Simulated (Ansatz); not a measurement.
## BrFH3PSi, SMILES F[SiH](P)Br: an atomisation energy, step by step

Program: Ansatz 0.2.0, Python API.

Notebook, run cell by cell (the value of a cell's last expression is shown):

```python
from collections import Counter

import ansatz as az
from ase import Atoms
```

```python
def total_energy(molecule, charge=0, unpaired=0):
    calc = molecule.calculation().basis(gaussian="def2-TZVP").correlation("mp2")
    if charge:
        calc = calc.charge(charge)
    if unpaired:
        calc = calc.spin("collinear", total=unpaired)
    report = calc.run(threads=1).report
    if report["published_state_doubts"]:
        print("  doubts:", report["published_state_doubts"])
    return report["free_energy_ev"]
```

```python
atoms = Atoms(["F", "Si", "P", "Br", "H", "H", "H"], positions=[
    (-1.5949, -0.1967, 1.4955),
    (-0.7388, -0.3205, 0.0482),
    (1.4277, -0.3207, 0.4733),
    (-1.2462, 1.4321, -1.2777),
    (-1.1039, -1.5718, -0.6324),
    (1.7973, -0.1145, -0.9164),
    (1.4587, 1.0922, 0.8096),
])
geometry = az.Crystal.molecule_from_ase(atoms)
```

```python
unpaired = {"F": 1, "Si": 2, "P": 3, "Br": 1, "H": 1}
counts = Counter(site.symbol for site in geometry.cartesian_sites)
atom_energy = {s: total_energy(az.Crystal.molecule().atom(s, (0, 0, 0)), 0, unpaired[s]) for s in counts}
whole = total_energy(geometry, 0, 0)
for s, e in atom_energy.items():
    print(f"{s:2s} x{counts[s]}  {e:14.5f} eV")
print(f"BrFH3PSi: {whole:.5f} eV")
split = sum(counts[s] * e for s, e in atom_energy.items()) - whole
print(f"atomisation energy (no zero-point term): {split:.3f} eV, {split / sum(counts.values()):.3f} eV an atom")
```

    F  x1     -2710.51497 eV
    Si x1     -7861.52477 eV
    P  x1     -9273.40222 eV
    Br x1    -70005.19084 eV
    H  x3       -13.60052 eV
    BrFH3PSi: -89912.95085 eV
    atomisation energy (no zero-point term): 21.516 eV, 3.074 eV an atom

21.516 eV from the electronic energies, without the zero-point term.

Caveats:
- Total energies depend on the basis set; only differences at equal settings carry meaning.
- The geometry is a force-field or estimated start, not a minimum of this method, and the basis set is short of its limit. All parts are taken at fixed geometry, without zero-point energy.
- The spin-orbit lowering of heavy atoms is left out.
- It ran for 5.1 s on 1 thread of Intel(R) Xeon(R) 6975P-C (Granite Rapids), on a shared host, peak memory 0.42 GiB.

(Lines on the test bed's own set-up are left out of the output.)
